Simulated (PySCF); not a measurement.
# H6LuNO3 (Lu(OH)3(NH3)): the cost of one run

The runs use PySCF 2.14.0; several levels, as the steps say, no spin–orbit coupling.

2 further runs of the same task are left out: 1 for a known fault of the program, 1 that didn't finish.

### Step 1. Where the work starts

11 atoms, charge 0, spin multiplicity 1.

Bond lengths: Lu1–O2 2.024 Å, Lu1–O4 2.023 Å, Lu1–O6 2.025 Å, Lu1–N8 2.435 Å, O2–H3 0.964 Å, O4–H5 0.965 Å, O6–H7 0.964 Å, N8–H9 1.030 Å, N8–H10 1.030 Å, N8–H11 1.030 Å. Angles: O2–Lu1–O4 118.0°, O2–Lu1–O6 118.4°, O2–Lu1–N8 97.2°, O4–Lu1–O6 118.7°, O4–Lu1–N8 97.6°, O6–Lu1–N8 97.2°, Lu1–O2–H3 172.9°, Lu1–O4–H5 172.1°, Lu1–O6–H7 172.1°, Lu1–N8–H9 112.1°, Lu1–N8–H10 111.6°, Lu1–N8–H11 112.2°, H9–N8–H10 106.9°, H9–N8–H11 106.9°, H10–N8–H11 106.9°.

Geometry (Å):

```
atom    x (Å)    y (Å)    z (Å)
 Lu1   0.1358  -0.1887   0.2330
  O2   1.1430   1.2899   1.1787
  H3   1.6734   1.9087   1.6939
  O4  -1.3866  -1.0836   1.2199
  H5  -2.0184  -1.5701   1.7625
  O6   1.0839  -1.2170  -1.2308
  H7   1.6065  -1.7619  -1.8308
  N8  -1.2088   1.2344  -1.2147
  H9  -1.8050   1.8796  -0.6776
 H10  -0.6204   1.8135  -1.8301
 H11  -1.8330   0.6886  -1.8252
```

Formal oxidation states: Lu +3. Each metal's 14 4f electrons lie in its core potential, so multiplicities, spins and levels count the valence alone. An earlier session relaxed this geometry at PBE, Lu lcecp-1-SVP with ECP60, O def2-SVP, H def2-SVP, N def2-SVP (singlet, point group Cs).

At PBE on the finer grid: E = -323.737141 Eh, HOMO -5.29 eV, LUMO -0.86 eV, Mulliken charge on Lu1 +0.58 e, largest force component 0.018 eV/Å. 

Levels to run: M06-L; BP86; r2SCAN; B3LYP; PBE, TZVP. Hardware: 2 threads of Arm Neoverse V1, shared host.

### Step 2. M06-L

Input file run.py (the lines that set the calculation):

```python
mol = gto.M(atom='''
Lu     0.13583    -0.18867     0.23299
O      1.14299     1.28988     1.17868
H      1.67340     1.90874     1.69390
O     -1.38657    -1.08356     1.21990
H     -2.01838    -1.57011     1.76253
O      1.08394    -1.21697    -1.23081
H      1.60652    -1.76192    -1.83078
N     -1.20883     1.23441    -1.21467
H     -1.80504     1.87958    -0.67760
H     -0.62044     1.81346    -1.83008
H     -1.83298     0.68860    -1.82519''',
    basis={'Lu': 'lcecp-1-SVP', 'O': 'def2-SVP', 'H': 'def2-SVP', 'N': 'def2-SVP'},
    ecp={'Lu': 'lcecp-1-SVP'},
    charge=0, spin=0)
mf = dft.RKS(mol, xc='M06L')
mf.grids.atom_grid = (75, 302)  # f atoms: unpruned, at least (60, 302)
mf = mf.density_fit()  # fitting sets: Lu AutoAux, O def2-universal-JKFIT, H def2-universal-JKFIT, N def2-universal-JKFIT
mf.conv_tol = 1e-08; mf.max_cycle = 55
mf.kernel(dm0)  # dm0: the density of the relaxed state
```

The run is started by

```sh
$ OMP_NUM_THREADS=2 python run.py
```

**Question.** How long does this run take on 2 threads of Arm Neoverse V1, shared host?

About 15 s.
